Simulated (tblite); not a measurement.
# C5H8OP2S: the cost of one run

Programs: tblite 0.8.0 and PySCF 2.14.0, with density-fitted response routines of our own. Each step states its level of theory. These are calculated values for one molecule, in the gas phase or a continuum, unless marked as measured. Atoms are numbered from 0 throughout.

## (1) The molecule as given

17 atoms, charge 0, multiplicity 1; geometry from: force field or distance geometry start.

Bonds of the start (Å): C0–P1 1.80, P1–O2 1.52, P1–P3 2.18, P1–C4 1.79, C4–C5 1.34, C5–C6 1.35, C6–C7 1.36, C7–S8 1.85, S8–C4 1.74, C0–H9 1.14, C0–H10 1.12, C0–H11 1.11, P3–H12 1.42, P3–H13 1.44, C5–H14 1.11, C6–H15 1.12, C7–H16 1.08.

## (2) Optimising the geometry with GFN2-xTB

What the job is given:

```
{"job": {"kind": "relax", "xc": "GFN2-xTB", "basis": "xTB"}, "charge": 0, "multiplicity": 1}
C     -2.010800    -1.405400     0.586000
P     -1.216200    -0.092200    -0.344700
O     -1.298500    -0.486500    -1.807600
P     -2.247500     1.819600    -0.185100
C      0.506300     0.133400     0.092900
C      1.473200    -0.779400     0.274900
C      2.708800    -0.331600     0.586800
C      2.893100     1.008400     0.695800
S      1.217100     1.701200     0.323200
H     -3.089500    -1.518300     0.247800
H     -1.498500    -2.369500     0.352200
H     -2.015900    -1.263300     1.683400
H     -1.549200     2.798300    -0.940100
H     -2.505100     2.175900     1.180900
H      1.256100    -1.863800     0.179700
H      3.559500    -1.033200     0.776400
H      3.810000     1.518600     0.937200
```

On the command line:

```bash
> OMP_NUM_THREADS=1 python probes_run.py task.json out
```

This one command runs all jobs of the session in turn.

**Question.** How long does this first job take on 1 thread of Arm Neoverse V1, shared host, and how much memory does it need?

About 1.6 s, with a peak of 0.18 GiB.
